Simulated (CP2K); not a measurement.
# In3As under changes of volume

One of the cells (25.489 Å³/atom); the others are scaled copies at fixed shape and fractional positions:

```
In As
1.0
     4.67168    0.00000    0.00000
     0.00000    4.67168    0.00000
     0.00000    0.00000    4.67168
In As
3 1
Direct
  0.50000 0.50000 0.00000
  0.50000 0.00000 0.50000
  0.00000 0.50000 0.50000
  0.00000 0.00000 0.00000
```

The cell comes from a database or a generator and needn't be the stable form of this composition.

| Quantity | Value |
| --- | --- |
| Program | CP2K 2026.2 |
| Functional | PBE |
| Potentials or basis | POTENTIAL_UZH In GTH-PBE-q13, As GTH-PBE-q5; TZVP-MOLOPT-PBE-GTH basis |
| Density cutoff | 6123 eV |
| k mesh | 6 × 6 × 6 |
| Occupations | fermi-dirac, width 0.05 eV |
| Spin | no spin polarisation |

| volume (Å³/atom) | energy over the lowest point (meV/atom) | pressure (GPa) |
| --- | --- | --- |
| 23.960 | 23.40 | 4.0 |
| 24.470 | ? | ? |
| 24.980 | 5.19 | 1.8 |
| 25.489 | 1.05 | 0.8 |
| 25.999 | 0.00 | 0.0 |
| 26.509 | 1.21 | -0.8 |
| 27.019 | 4.64 | -1.4 |

**Question.** What does the run at 24.470 Å³/atom give?

**Answer.** Energy over the lowest point 12.51 meV/atom; pressure 2.8 GPa.

Worked out: A Birch-Murnaghan fit of order 3 (a polynomial in V^(-2/3)) to the other rows has its minimum at 25.98 Å³/atom with B0 = V·E''(V) = 40 GPa and B' = 6.0. It gives 12.41 meV/atom at 24.470 Å³/atom, against the run's 12.51, and -dE/dV = 2.8 GPa, against 2.8.

Energies are extrapolated to zero smearing.

Caveats: the basis of atomic orbitals isn't converged, which shifts pressures, moduli and gaps.
